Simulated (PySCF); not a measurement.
# How the numerical set-up moves the result for AsN⁻

Aim: see how much the energy and properties of AsN⁻ depend on the numerical set-up.

The runs use PySCF 2.14.0; each script names its method and basis.

3 further runs of the same task are left out: 3 that didn't finish.

### Step 1. Where the work starts

AsN⁻: 2 atoms, charge -1, spin multiplicity 2.

Bond lengths: As1–N2 1.833 Å.

### Step 2. The base run

input.py

```python
from pyscf import gto, scf, mp

mol = gto.M(
    atom='As 0 0 0; N 0 0 1.833',
    basis='lanl2dz',
    ecp={'As': 'lanl2dz'},
    charge=-1,
    spin=1,
    verbose=4,
)
mf = scf.UHF(mol)
mf = mf.density_fit(auxbasis='def2-universal-jkfit')
mf = mf.newton()
mf.kernel()
mp.MP2(mf, frozen=1).kernel()
mf.dip_moment()
print('orbital energies (hartree):', [e[max(0, n-3):n+3].round(4) for e, n in zip(mf.mo_energy, mol.nelec)])
```

The run is started by

```
> OMP_NUM_THREADS=1 python input.py
```

The log of this run is left out.

It gives: E(SCF) = -60.304028 Eh, 6 macro-iterations, E(MP2) − E(SCF) = -0.12285 Eh, ⟨S²⟩ = 1.450.

⟨S²⟩ = 1.45 against 0.75 for a pure state: the determinant is spin-contaminated. The bond length is a typed value, not an optimised one. The dipole of an ion depends on the origin.

### Step 3. Def2-svpd (core potential off)

Edit 1 changes basis set: lanl2dz → def2-svpd; core potential: on → off; frozen orbitals: 1 → 10. The core potential changes with it: totals don't compare.

input.py

```python
from pyscf import gto, scf, mp

mol = gto.M(
    atom='As 0 0 0; N 0 0 1.833',
    basis='def2-svpd',
    charge=-1,
    spin=1,
    verbose=4,
)
mf = scf.UHF(mol)
mf = mf.density_fit(auxbasis='def2-universal-jkfit')
mf = mf.newton()
mf.kernel()
mp.MP2(mf, frozen=10).kernel()
mf.dip_moment()
print('orbital energies (hartree):', [e[max(0, n-3):n+3].round(4) for e, n in zip(mf.mo_energy, mol.nelec)])
```

The run is started by

```
> OMP_NUM_THREADS=1 python input.py
```

### Step 4. 6-31g* (core potential off)

Edit 2 changes basis set: lanl2dz → 6-31g*; core potential: on → off; frozen orbitals: 1 → 10. The core potential changes with it: totals don't compare.

Edit input.py of step 2 so:

```diff
@@ -4,4 +4,3 @@
     atom='As 0 0 0; N 0 0 1.833',
-    basis='lanl2dz',
-    ecp={'As': 'lanl2dz'},
+    basis='6-31g*',
     charge=-1,
@@ -14,3 +13,3 @@
 mf.kernel()
-mp.MP2(mf, frozen=1).kernel()
+mp.MP2(mf, frozen=10).kernel()
 mf.dip_moment()
```

### Step 5. Cartesian functions on

Edit 3 changes Cartesian functions: off → on.

Edit input.py of step 2 so:

```diff
@@ -8,2 +8,3 @@
     spin=1,
+    cart=True,
     verbose=4,
```

Q: Predict the outcome of this session. Wanted: for each run, E(SCF); from base; gap, α spin; after the SCF.

**Answer**, as computed:

```csv
run,E(SCF) (hartree),from base (eV),cycles,"gap, α spin (eV)",functions,after the SCF
base,-60.304028,0,6 macro,10.87,17,"MP2 correlation -3.343 eV, core frozen"
def2-svpd (core potential off),-2288.268385,not comparable,4 macro,8.41,58,"MP2 correlation -9.322 eV, core frozen"
6-31g* (core potential off),-2288.296174,not comparable,4 macro,7.92,46,"MP2 correlation -9.603 eV, core frozen"
Cartesian functions on,-60.304020,+0.0002,6 macro,10.87,17,"MP2 correlation -3.343 eV, core frozen"
```

What this shows: Total energies from different bases, Hamiltonians or methods carry different errors, so properties are taken as differences within one set-up.
